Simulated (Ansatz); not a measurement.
# Ti4W: a trial structure relaxed

Where does this trial cell of Ti4W go when cell and atoms are let free?

Method: DFT PBE, scalar-relativistic, plane waves, PAW, in Ansatz 0.2.0.

### Step 1. The structure to begin with

It takes space group I4/mmm (No. 139, tetragonal). The conventional cell has a = 3.099 Å, b = 3.099 Å, c = 15.494 Å, α = 90.00°, β = 90.00°, γ = 90.00°. Ti (site symmetry 4mm) is surrounded by 8 Ti at 2.68 Å. Around Ti (site symmetry 4mm) lie 4 Ti at 2.68 Å and 4 W at 2.68 Å. W (site symmetry 4/mmm) is surrounded by 8 Ti at 2.68 Å.

Structure file:

```xyz
5
Lattice="-1.5494 1.5494 7.7470 1.5494 -1.5494 7.7470 1.5494 1.5494 -7.7470" Properties=species:S:1:pos:R:3 pbc="T T T"
Ti    0.0000    0.0000   12.3952
Ti    0.0000    0.0000    6.1976
Ti    0.0000    0.0000    9.2964
Ti    0.0000    0.0000    3.0988
W     0.0000    0.0000    0.0000
```

The start is an ordering of an alloy on its end members' structure types: elements ordered on the sites of the Fe type, Ti/W on Fe (I4/mmm, No. 139).

### Step 2. A first look at the guess

File input.yaml:

```yaml
crystal:
  lattice:
    - [-1.54939376, 1.54939376, 7.74696881]
    - [1.54939376, -1.54939376, 7.74696881]
    - [1.54939376, 1.54939376, -7.74696881]
  atoms:
    - { symbol: Ti, position: [0.8, 0.8, 0.0] }
    - { symbol: Ti, position: [0.4, 0.4, 0.0] }
    - { symbol: Ti, position: [0.6, 0.6, 0.0] }
    - { symbol: Ti, position: [0.2, 0.2, 0.0] }
    - { symbol: W, position: [0.0, 0.0, 0.0] }
basis:
  ecutwfc: 420
kpoints:
  mp_grid: { grid: [8, 8, 8] }
hamiltonian:
  xc: pbe
scf:
  occupations: { method: gaussian, width: 0.1 }
  lower_state_search: "off"
output:
  forces: true
  stress: true
  eigenvalues: true
```

Run with:

```
ansatz run input.yaml --threads 1 --pin off --max-ram 2560MiB --backend cpu --events-out ev --progress --plain --runs-dir out
```

The session goes on with these runs: coarse relaxation; spin check on a coarse mesh; relaxation on the finer mesh.

**Question.** What will these runs give? Wanted: conventional cell; volume; energy over the elements; gap on the mesh.

As calculated:

| quantity | value |
| --- | --- |
| symmetry at the end (tolerance 0.05 Å) | space group I4/mmm (No. 139) |
| conventional cell | a = 3.182 Å, b = 3.182 Å, c = 16.769 Å, α = 90.00°, β = 90.00°, γ = 90.00° |
| volume | 16.98 Å³/atom |
| energy over the elements | +0.07 eV/atom |
| gap on the mesh | none (metal) |

The space group I4/mmm (No. 139) is kept, and the volume per atom grows by 14.1 % from the first guess. With a positive formation energy it can't be a ground state. No finished test with a distortion of lower symmetry is shown, so the end may be a saddle point. Spin-orbit coupling is left out for W. Other magnetic orders were not searched.
